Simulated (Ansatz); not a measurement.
MoPd2:

```
CELL_PARAMETERS angstrom
-1.37354 1.97203 4.11381
1.37354 -1.97203 4.11381
1.37354 1.97203 -4.11381
ATOMIC_POSITIONS crystal
Pd 0.66520 0.66520 0.00000
Pd 0.33480 0.33480 0.00000
Mo 0.00000 0.00000 0.00000
```

The cell comes from a database or a generator and needn't be the stable form of this composition.

Base run:

- Program: Ansatz 0.2.0
- Functional: PBEsol
- Potentials or basis: all-electron LAPW, scalar-relativistic
- Cutoff: 274 eV
- Density cutoff: 1096 eV
- Basis error allowed: 0.001 eV/atom
- k mesh: 12 × 12 × 12
- Occupations: fermi-dirac, width 0.05 eV
- Spin: no spin polarisation

Its results: pressure -5.3 GPa; largest force 0.020 eV/Å.

Q: The run is repeated on the same cell with these changes: functional from PBEsol to LDA; basis error allowed from 0.001 eV/atom to 0.002 eV/atom. What comes out?

A: Pressure -10.7 GPa; largest force 0.034 eV/Å.

Not every run made on this cell is shown here.
